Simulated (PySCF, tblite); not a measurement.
# C₄H₁₀BNO₂: geometry, infrared bands and NMR shifts

Aim: predict the infrared bands and NMR shifts of C₄H₁₀BNO₂ (`C[C@@H]1O[B@@H-]([NH3+])[C@@H]1C=O`).

The runs use tblite 0.8.0 and PySCF 2.14.0, with density-fitted response routines of our own; the level of theory stands in each step. All values are computed, except where a source is named. Atoms count from 0, in the outputs and in this text.

### 1 The molecule as given

18 atoms, charge 0, multiplicity 1; geometry from: force field or distance geometry start.

Bonds of the start (Å): C0–C1 1.52, C1–O2 1.38, O2–B3 1.48, B3–N4 1.52, B3–C5 1.59, C5–C6 1.50, C6–O7 1.24, C5–C1 1.49, C0–H8 1.10, C0–H9 1.11, C0–H10 1.11, C1–H11 1.11, B3–H12 1.17, N4–H13 1.06, N4–H14 1.04, N4–H15 1.05, C5–H16 1.10, C6–H17 1.10.

### 2 Relaxing the molecule with GFN2-xTB

Job settings and geometry (Å):

```
{"job": {"kind": "relax", "xc": "GFN2-xTB", "basis": "xTB"}, "charge": 0, "multiplicity": 1}
C      2.045300    -0.775700    -0.135700
C      0.776700    -0.575400     0.674500
O     -0.237900    -1.342700     0.131200
B     -1.016300    -0.215200    -0.437200
N     -2.443200    -0.299200     0.084700
C     -0.003100     0.668800     0.406000
C      0.693000     1.707000    -0.418700
O      0.906100     2.843900     0.037000
H      2.865600    -0.094200     0.135300
H      2.385700    -1.802300     0.103700
H      1.801400    -0.746000    -1.215400
H      0.868600    -0.794900     1.759500
H     -0.921100    -0.052700    -1.593300
H     -2.800100    -1.250300    -0.220900
H     -2.416300    -0.258800     1.124400
H     -3.072900     0.438700    -0.309100
H     -0.456900     1.119000     1.297900
H      1.016600     1.436300    -1.435600
```

Started as:

```
$ OMP_NUM_THREADS=1 python probes_run.py task.json out
```

The driver reads the jobs from task.json and runs them one after another.

**Question.** This job is followed by: GFN2-xTB harmonic vibrations, gas phase; GIAO PBE0/pcSseg-1 NMR shielding, non-relativistic, gas phase. What will the session give for the following? strongest single infrared mode (GFN2-xTB); zero-point energy (GFN2-xTB); 13C shifts against TMS (PBE0/pcSseg-1); 1H shifts against TMS (PBE0/pcSseg-1, means over atoms taken as alike); 17O shifts against H2O (PBE0/pcSseg-1); 11B shifts against BF3·OEt2 (PBE0/pcSseg-1); 15N shifts against NH3 (PBE0/pcSseg-1).

The runs gave:

| quantity | value |
| --- | --- |
| strongest single infrared mode (GFN2-xTB) | 1728 cm⁻¹, 473 km/mol |
| zero-point energy (GFN2-xTB) | 90.8 kcal/mol |
| 13C shifts against TMS (PBE0/pcSseg-1) | 207.0, 75.8, 53.9, 25.8 ppm |
| 1H shifts against TMS (PBE0/pcSseg-1, means over atoms taken as alike) | 10.38, 5.06, 3.63, 2.89, 2.14, 1.74 ppm |
| 17O shifts against H2O (PBE0/pcSseg-1) | 655.8, 78.2 ppm |
| 11B shifts against BF3·OEt2 (PBE0/pcSseg-1) | -1.4 ppm |
| 15N shifts against NH3 (PBE0/pcSseg-1) | 62.0 ppm |

**Reading.** Over 109 steps the energy fell by 0.898 eV; of the close pairs, B3–N4 changed most, 1.522 to 1.688 Å. All 48 modes are real, so the xTB geometry is a minimum. The strongest single mode, at 1728 cm⁻¹, moves mainly C6 and O7. GFN2-xTB is a fitted tight-binding method: band positions and strengths are rough. Its intensities can rank the bands wrongly. C6 (aldehyde carbonyl carbon) lies farthest downfield among carbon, at 207.0 ppm; the double bond to the heteroatom, with no lone-pair donor beside it, deshields it most. H17 (hydrogen on an aldehyde carbonyl carbon) lies farthest downfield among hydrogen, at 10.38 ppm; the formyl region, downfield of aromatic protons. At PBE0/pcSseg-1: Shielding is most anisotropic at O7 (span 1292 ppm, paramagnetic term -717 ppm).
